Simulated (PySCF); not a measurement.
# F3Ga: the cost of one run

Computed with PySCF 2.14.0, with density-fitted response routines of our own, on a single molecule in the gas phase. Atoms count from 0, in the outputs and in this text.

**1. Starting geometry**

4 atoms, charge 0, multiplicity 1; geometry from: GFN2-xTB. The atoms were then displaced at random by about 0.01 Å, so the start is not that level's minimum.

Bonds of the start (Å): F0–Ga1 1.73, Ga1–F2 1.72, Ga1–F3 1.72.

**2. Geometry optimisation at PBE0-D3(BJ)/def2-SVP**

Job settings and geometry (Å):

```
{"job": {"xc": "PBE0", "basis": "def2-SVP", "d3": "d3bj", "grid": 1, "shake": 0.01, "kind": "geom"}, "charge": 0, "multiplicity": 1}
F     -1.048960    -1.384310    -0.023380
Ga    -0.003040    -0.002960    -0.007940
F      1.696730    -0.250840    -0.001830
F     -0.606730     1.612720     0.000130
```

On the command line:

```
> OMP_NUM_THREADS=1 python probes_run.py task.json out
```

The driver reads the jobs from task.json and runs them one after another.

Q: Estimate the wall time and peak memory of this first job on 1 thread of AMD EPYC 9R45, shared host.

About 8.2 s, with a peak of 0.32 GiB.
